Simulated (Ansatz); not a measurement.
**Y: one candidate of a structure search**

Where does this trial cell of Y go when cell and atoms are let free?

Computed with Ansatz 0.2.0 (DFT PBE, scalar-relativistic, plane waves, PAW, unless a step's input says otherwise).

## Step 1: The structure to begin with

Symmetry: Cmmm, No. 65, orthorhombic system. Conventional cell: a = 4.700 Å, b = 4.720 Å, c = 14.000 Å, α = 90.00°, β = 90.00°, γ = 90.00°. Y (site symmetry mmm) is surrounded by 4 Y at 3.33 Å.

Coordinates:

```xyz
1
Lattice="3.3306 0.0000 0.0000 -0.0144 3.3306 0.0000 0.0000 0.0000 14.0000" Properties=species:S:1:pos:R:3 pbc="T T F"
Y     1.6581    1.6653    7.0000
```

The cell is invented: random sheet by layer group and Wyckoff sites. The dimensions are guesses.

It is a sheet, periodic along a and b, with vacuum along c; volumes and pressures of the box carry no meaning, and space groups named for it are those of the box.

## Step 2: A first look at the guess

input.yaml

```yaml
crystal:
  lattice:
    - [3.330589, 0.0, 0.0]
    - [-0.014401, 3.330557, 0.0]
    - [0.0, 0.0, 14.0]
  atoms:
    - { symbol: "Y", position: [0.5, 0.5, 0.5] }
  periodic: [true, true, false]
basis:
  ecutwfc: 420
kpoints:
  mp_grid: { grid: [6, 6, 1] }
hamiltonian:
  xc: pbe
scf:
  occupations: { method: gaussian, width: 0.1 }
  lower_state_search: "off"
output:
  forces: true
  stress: true
  eigenvalues: true
```

Run with:

```console
ansatz run input.yaml --threads 1 --pin off --max-ram 2560MiB --backend cpu --events-out ev --progress --plain --runs-dir out
```

Further runs follow: a loose first relaxation; relaxation on the finer mesh.

Before running it: what results should come out? Wanted: relaxed cell; area; thickness between outermost nuclei; energy over the standard state; gap on the mesh.

**Answer**, as computed:

| quantity | value |
| --- | --- |
| symmetry at the end (tolerance 0.05 Å) | layer group p6/mmm (No. 80) |
| relaxed cell | a = 3.402 Å, b = 3.402 Å, γ = 119.9° |
| area | 10.03 Å²/atom |
| thickness between outermost nuclei | 0.00 Å |
| energy over the standard state | +1.58 eV/atom |
| gap on the mesh | none (metal) |

In words: The symmetry goes from layer group cmmm (No. 47) to layer group p6/mmm (No. 80) (read at 0.05 Å; 0.001 Å gives cmmm (No. 47)), and the area per atom shrinks by 9.6 % from the first guess. It lies above the element's standard state, so it is metastable at best. No finished test with a distortion of lower symmetry is shown, so the end may be a saddle point. The last relaxation has no spin, and with this many d or unpaired electrons a magnetic state may lie lower.
